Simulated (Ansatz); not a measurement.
# AlClH2O2: the cost of one run

Method: RKS PBE/def2-SVP, in Ansatz 0.2.0.

### Step 1. The system as given

Bond lengths: Al1–O2 1.780 Å, O2–H3 1.010 Å, Al1–Cl4 2.230 Å, Al1–O5 1.780 Å, O5–H6 1.010 Å. Angles: Al1–O2–H3 109.5°, O2–Al1–Cl4 120.0°, O2–Al1–O5 120.0°, Cl4–Al1–O5 120.0°, Al1–O5–H6 109.5°.

Coordinates:

```xyz
6

Al    0.0000    0.0000    0.0000
O     0.0000    0.0000    1.7800
H    -0.9095   -0.2814    2.1171
Cl    1.9312    0.0000   -1.1150
O    -1.5415    0.0000   -0.8900
H    -2.0512   -0.8467   -0.6815
```

### Step 2. Preparing the start

File input.yaml:

```yaml
crystal:
  periodic: [false, false, false]
  atoms:
    - { symbol: Al, position_ang: [0.0, 0.0, 0.0] }
    - { symbol: O, position_ang: [0.0, 0.0, 1.78] }
    - { symbol: H, position_ang: [-0.9095, -0.2814, 2.1171] }
    - { symbol: Cl, position_ang: [1.9312, 0.0, -1.115] }
    - { symbol: O, position_ang: [-1.5415, 0.0, -0.89] }
    - { symbol: H, position_ang: [-2.0512, -0.8467, -0.6815] }
basis:
  gaussian: { orbitals: def2-SVP }
hamiltonian:
  xc: pbe
relax:
  f_tol: 0.02
  max_steps: 40
```

The run is started by

```sh
$ ansatz run input.yaml --threads 1 --pin off --max-ram 2048MiB --backend cpu --events-out ev --progress --plain --runs-dir out
```

**Question.** How long does this run take on 1 thread of Arm Neoverse V1, shared host, and how much memory does it need?

About 21 s, with a peak of 0.14 GiB.
